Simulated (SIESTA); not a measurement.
# Ag in SIESTA: the effect of dispersion

Slab: Ag, a slab with vacuum.

```
CELL_PARAMETERS angstrom
2.88938 0.00000 0.00000
-1.44469 2.50228 0.00000
0.00000 0.00000 24.43667
ATOMIC_POSITIONS crystal
Ag 0.66667 0.33333 0.30692
Ag 0.33333 0.66667 0.40346
Ag 0.00000 0.00000 0.50000
Ag 0.66667 0.33333 0.59654
Ag 0.33333 0.66667 0.69308
```

The slab is cut from a database's or a generator's crystal, which needn't be the stable form of the element.

Alike in all runs:

* Program: SIESTA 5.4.2
* Task: single point
* Functional: PBE
* Potentials or basis: PseudoDojo 0.4 standard (PBE files)
* Basis: DZP (energy shift 0.003 Ry; two zetas on semicore shells)
* Grid cutoff: 800 Ry
* Energy shift: 0.003 Ry
* k mesh: 11 × 11 × 1
* Occupations: fermi-dirac, width 0.05 eV
* Spin: no spin polarisation

```csv
dispersion,largest force (eV/Å)
none,?
D3,0.04
D3(BJ),0.02
D4,0.02
```

**Question.** What does the run with dispersion none give?

**Answer.** Largest force 0.17 eV/Å.
